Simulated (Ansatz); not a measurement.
# GaAs: the cost of one run

Program: Ansatz 0.2.0. Level of theory: DFT LDA, scalar-relativistic, plane waves, PAW. These are calculated values, not measurements.

2 further runs of the same task are left out: 2 set aside as unsound or not needed.

## (1) The starting structure

It takes space group F-43m (No. 216, cubic). Conventional cell: a = 5.603 Å, b = 5.603 Å, c = 5.603 Å, α = 90.00°, β = 90.00°, γ = 90.00°. Ga (site symmetry -43m) has 4 As at 2.43 Å as nearest neighbours. As (site symmetry -43m) has 4 Ga at 2.43 Å as nearest neighbours.

Structure file:

```xyz
2
Lattice="0.0000 2.8017 2.8017 2.8017 0.0000 2.8017 2.8017 2.8017 0.0000" Properties=species:S:1:pos:R:3 pbc="T T T"
Ga    0.0000    0.0000    0.0000
As    4.2025    4.2025    4.2025
```

It goes back to an entry of the Materials Project.

It is the result of an earlier relaxation at this level (volume 21.99 Å³/atom; gap on the mesh: 0.49 eV).

## (2) Band edges and mean potential of the bulk

Contents of input.yaml:

```yaml
crystal:
  lattice:
    - [0.0, 2.8016907959, 2.8016907959]
    - [2.8016907959, 0.0, 2.8016907959]
    - [2.8016907959, 2.8016907959, 0.0]
  atoms:
    - { symbol: Ga, position: [0.0, 0.0, 0.0] }
    - { symbol: As, position: [0.75, 0.75, 0.75] }
basis:
  ecutwfc: 420
kpoints:
  mp_grid: { grid: [12, 12, 12] }
  band_path: { path: [VBM, CBM], npoints: 2 }
hamiltonian:
  xc: lda
scf:
  occupations: { method: gaussian, width: 0.02 }
output:
  forces: true
  stress: true
  eigenvalues: true
```

On the command line:

```sh
ansatz run input.yaml --threads 8 --pin off --max-ram 20480MiB --backend cpu --events-out ev --progress --plain --runs-dir out
```

What time and memory should one allow on 8 threads of Intel Xeon Platinum 8259CL at 2.50GHz (Skylake/Cascade Lake), shared host?

About 2.3 s, with a peak of 0.5 GiB.
